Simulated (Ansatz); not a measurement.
# SiW: strong compression

How does SiW (zincblende type) answer strong compression, and how long do frozen cores keep up with all electrons? Methods of the runs shown: LAPW, crystal datasets and norm-conserving. Companion runs by PAW are cited. Its runs: the reference run (LAPW); volume scaled by 1 (crystal datasets and norm-conserving); volume scaled by 0.9 (LAPW and norm-conserving); volume scaled by 0.8 (LAPW and norm-conserving); volume scaled by 0.7 (LAPW); volume scaled by 0.6 (LAPW); volume scaled by 0.5 (LAPW); volume scaled by 0.4 (LAPW, crystal datasets and norm-conserving).

Method: DFT PBE, with the methods named in each step, in Ansatz 0.2.0.

1 further run of the same task is left out (it didn't finish). Runs told in other sessions of the task aren't counted.

## (1) Starting point

Symmetry: F-43m, No. 216, cubic system. The conventional cell has a = 5.584 Å, b = 5.584 Å, c = 5.584 Å, α = 90.00°, β = 90.00°, γ = 90.00°. Around W (site symmetry -43m) lie 4 Si at 2.42 Å. Around Si (site symmetry -43m) lie 4 W at 2.42 Å.

Coordinates:

```cif
data_structure
_symmetry_space_group_name_H-M 'F-43m'
_symmetry_Int_Tables_number 216
_cell_length_a 5.5843
_cell_length_b 5.5843
_cell_length_c 5.5843
_cell_angle_alpha 90.000
_cell_angle_beta 90.000
_cell_angle_gamma 90.000
_cell_volume 174.14
loop_
_atom_site_label
_atom_site_type_symbol
_atom_site_symmetry_multiplicity
_atom_site_Wyckoff_symbol
_atom_site_fract_x
_atom_site_fract_y
_atom_site_fract_z
_atom_site_occupancy
W1 W 4 a 0.00000 0.00000 0.00000 1
Si1 Si 4 d 0.25000 0.25000 0.75000 1
```

The file gives the conventional cell by its symmetry; the runs use the cell typed in the input.

Whether this phase is the stable one at these pressures isn't tested.

Atoms are numbered in the order of the input: W1, Si2.

## (2) The reference volume, LAPW

Input file input.yaml:

```yaml
crystal:
  lattice:
    - [0.0, 2.7921289973, 2.7921289973]
    - [2.7921289973, 0.0, 2.7921289973]
    - [2.7921289973, 2.7921289973, 0.0]
  atoms:
    - { symbol: W, position: [0.0, 0.0, 0.0] }
    - { symbol: Si, position: [0.25, 0.25, 0.25] }
kpoints:
  mp_grid: { grid: [11, 11, 11] }
  band_path:
    path:
      - [0.0, 0.0, 0.0]
      - [-0.5, -0.5, 0.0]
      - [-0.375, -0.375, 0.25]
      - [-0.375, 0.0, 0.375]
      - [0.0, 0.0, 0.0]
      - [0.0, 0.0, 0.5]
      - [-0.5, -0.25, 0.25]
      - [-0.5, -0.5, 0.0]
    npoints: 14
scf:
  occupations: { method: fermi_dirac, width: 0.08 }
hamiltonian:
  xc: pbe
  pseudopotentials: { kind: all_electron, lapw: { basis_error: 0.001 } }
output:
  forces: true
  stress: true
  eigenvalues: true
  populations: true
  dos: { projected: true, de: 0.2, e_range: [-14, 8] }
```

The run is started by

```sh
$ ansatz run input.yaml --threads 1 --pin off --max-ram 2048MiB --backend cpu --events-out ev --progress --plain --runs-dir out
```

## (3) Volume scaled by 1, crystal datasets

Input file input.yaml:

```yaml
crystal:
  lattice:
    - [0.0, 2.7921289973, 2.7921289973]
    - [2.7921289973, 0.0, 2.7921289973]
    - [2.7921289973, 2.7921289973, 0.0]
  atoms:
    - { symbol: W, position: [0.0, 0.0, 0.0] }
    - { symbol: Si, position: [0.25, 0.25, 0.25] }
kpoints:
  mp_grid: { grid: [11, 11, 11] }
scf:
  occupations: { method: fermi_dirac, width: 0.08 }
hamiltonian:
  xc: pbe
  pseudopotentials: { kind: all_electron, datasets: crystal }
output:
  forces: true
  stress: true
  eigenvalues: true
```

## (4) Volume scaled by 1, norm-conserving

input.yaml: that of step 3 with these lines changed.

```diff
@@ -14,3 +14,3 @@
   xc: pbe
-  pseudopotentials: { kind: all_electron, datasets: crystal }
+  pseudopotentials: { kind: nc }
 output:
```

## (5) Volume scaled by 0.9, LAPW

Input file input.yaml:

```yaml
crystal:
  lattice:
    - [0.0, 2.6957709073, 2.6957709073]
    - [2.6957709073, 0.0, 2.6957709073]
    - [2.6957709073, 2.6957709073, 0.0]
  atoms:
    - { symbol: W, position: [0.0, 0.0, 0.0] }
    - { symbol: Si, position: [0.25, 0.25, 0.25] }
kpoints:
  mp_grid: { grid: [11, 11, 11] }
scf:
  occupations: { method: fermi_dirac, width: 0.08 }
hamiltonian:
  xc: pbe
  pseudopotentials: { kind: all_electron, lapw: { basis_error: 0.001 } }
output:
  forces: true
  stress: true
  eigenvalues: true
  populations: true
```

## (6) Volume scaled by 0.9, norm-conserving

input.yaml: that of step 5 with these lines changed.

```diff
@@ -14,3 +14,3 @@
   xc: pbe
-  pseudopotentials: { kind: all_electron, lapw: { basis_error: 0.001 } }
+  pseudopotentials: { kind: nc }
 output:
@@ -19,2 +19 @@
   eigenvalues: true
-  populations: true
```

## (7) Volume scaled by 0.8, LAPW

Input file input.yaml:

```yaml
crystal:
  lattice:
    - [0.0, 2.5919829552, 2.5919829552]
    - [2.5919829552, 0.0, 2.5919829552]
    - [2.5919829552, 2.5919829552, 0.0]
  atoms:
    - { symbol: W, position: [0.0, 0.0, 0.0] }
    - { symbol: Si, position: [0.25, 0.25, 0.25] }
kpoints:
  mp_grid: { grid: [11, 11, 11] }
scf:
  occupations: { method: fermi_dirac, width: 0.08 }
hamiltonian:
  xc: pbe
  pseudopotentials: { kind: all_electron, lapw: { basis_error: 0.001 } }
output:
  forces: true
  stress: true
  eigenvalues: true
  populations: true
```

## (8) Volume scaled by 0.8, norm-conserving

input.yaml: that of step 7 with these lines changed.

```diff
@@ -14,3 +14,3 @@
   xc: pbe
-  pseudopotentials: { kind: all_electron, lapw: { basis_error: 0.001 } }
+  pseudopotentials: { kind: nc }
 output:
@@ -19,2 +19 @@
   eigenvalues: true
-  populations: true
```

## (9) Volume scaled by 0.7, LAPW

Input file input.yaml:

```yaml
crystal:
  lattice:
    - [0.0, 2.4791425101, 2.4791425101]
    - [2.4791425101, 0.0, 2.4791425101]
    - [2.4791425101, 2.4791425101, 0.0]
  atoms:
    - { symbol: W, position: [0.0, 0.0, 0.0] }
    - { symbol: Si, position: [0.25, 0.25, 0.25] }
kpoints:
  mp_grid: { grid: [11, 11, 11] }
scf:
  occupations: { method: fermi_dirac, width: 0.08 }
hamiltonian:
  xc: pbe
  pseudopotentials: { kind: all_electron, lapw: { basis_error: 0.001 } }
output:
  forces: true
  stress: true
  eigenvalues: true
  populations: true
```

## (10) Volume scaled by 0.6, LAPW

input.yaml: that of step 9 with these lines changed.

```diff
@@ -2,5 +2,5 @@
   lattice:
-    - [0.0, 2.4791425101, 2.4791425101]
-    - [2.4791425101, 0.0, 2.4791425101]
-    - [2.4791425101, 2.4791425101, 0.0]
+    - [0.0, 2.354972802, 2.354972802]
+    - [2.354972802, 0.0, 2.354972802]
+    - [2.354972802, 2.354972802, 0.0]
   atoms:
```

## (11) Volume scaled by 0.5, LAPW

input.yaml: that of step 10 with these lines changed.

```diff
@@ -2,5 +2,5 @@
   lattice:
-    - [0.0, 2.354972802, 2.354972802]
-    - [2.354972802, 0.0, 2.354972802]
-    - [2.354972802, 2.354972802, 0.0]
+    - [0.0, 2.2161142538, 2.2161142538]
+    - [2.2161142538, 0.0, 2.2161142538]
+    - [2.2161142538, 2.2161142538, 0.0]
   atoms:
```

## (12) Volume scaled by 0.4, LAPW

Input file input.yaml:

```yaml
crystal:
  lattice:
    - [0.0, 2.0572582348, 2.0572582348]
    - [2.0572582348, 0.0, 2.0572582348]
    - [2.0572582348, 2.0572582348, 0.0]
  atoms:
    - { symbol: W, position: [0.0, 0.0, 0.0] }
    - { symbol: Si, position: [0.25, 0.25, 0.25] }
kpoints:
  mp_grid: { grid: [11, 11, 11] }
  band_path:
    path:
      - [0.0, 0.0, 0.0]
      - [-0.5, -0.5, 0.0]
      - [-0.375, -0.375, 0.25]
      - [-0.375, 0.0, 0.375]
      - [0.0, 0.0, 0.0]
      - [0.0, 0.0, 0.5]
      - [-0.5, -0.25, 0.25]
      - [-0.5, -0.5, 0.0]
    npoints: 8
scf:
  occupations: { method: fermi_dirac, width: 0.08 }
hamiltonian:
  xc: pbe
  pseudopotentials: { kind: all_electron, lapw: { basis_error: 0.001 } }
output:
  forces: true
  stress: true
  eigenvalues: true
  populations: true
  dos: { projected: true, de: 0.2, e_range: [-14, 8] }
```

## (13) Volume scaled by 0.4, crystal datasets

Input file input.yaml:

```yaml
crystal:
  lattice:
    - [0.0, 2.0572582348, 2.0572582348]
    - [2.0572582348, 0.0, 2.0572582348]
    - [2.0572582348, 2.0572582348, 0.0]
  atoms:
    - { symbol: W, position: [0.0, 0.0, 0.0] }
    - { symbol: Si, position: [0.25, 0.25, 0.25] }
kpoints:
  mp_grid: { grid: [11, 11, 11] }
scf:
  occupations: { method: fermi_dirac, width: 0.08 }
hamiltonian:
  xc: pbe
  pseudopotentials: { kind: all_electron, datasets: crystal }
output:
  forces: true
  stress: true
  eigenvalues: true
```

## (14) Volume scaled by 0.4, norm-conserving

input.yaml: that of step 13 with these lines changed.

```diff
@@ -14,3 +14,3 @@
   xc: pbe
-  pseudopotentials: { kind: all_electron, datasets: crystal }
+  pseudopotentials: { kind: nc }
 output:
```

(Steps that only read results are left out.)

What does the calculation give? Wanted: LAPW pressure at 0.4 of the volume; PAW pressure at 0.4 of the volume; crystal datasets pressure at 0.4 of the volume; norm-conserving pressure at 0.4 of the volume; fitted bulk modulus at zero pressure.

The runs gave:

| quantity | value |
| --- | --- |
| LAPW pressure at 0.4 of the volume | 532.6 GPa |
| PAW pressure at 0.4 of the volume | 533.7 GPa |
| PAW (cutoff 300 eV) pressure at 0.4 of the volume | 534.3 GPa |
| crystal datasets pressure at 0.4 of the volume | 532.6 GPa |
| norm-conserving pressure at 0.4 of the volume | 531.8 GPa |
| fitted bulk modulus at zero pressure (LAPW) | 113 GPa |
| its pressure derivative | 3.70 |

In words: By LAPW the pressure climbs to 533 GPa at 0.4 of the first volume. A third-order Birch-Murnaghan curve fits the range only roughly (B₀ = 113 GPa, B′ = 3.70, misfit at most 2.00 GPa). A fit over so wide a range leans to the high pressures, so B₀ can be off by several per cent. Where LAPW's pressure is over 3 GPa, PAW's departs from it by at most 0.8 %, at 0.9 of the volume. The ions are at rest, and the electrons smeared by 0.08 eV. Spin-orbit coupling is left out, though the cell holds W; in elements this heavy it can shift bands and gaps by tenths of an eV.

At pressures up to 534 GPa the PAW spheres may overlap and frozen cores may not hold, so those PAW values are rough without an all-electron check.
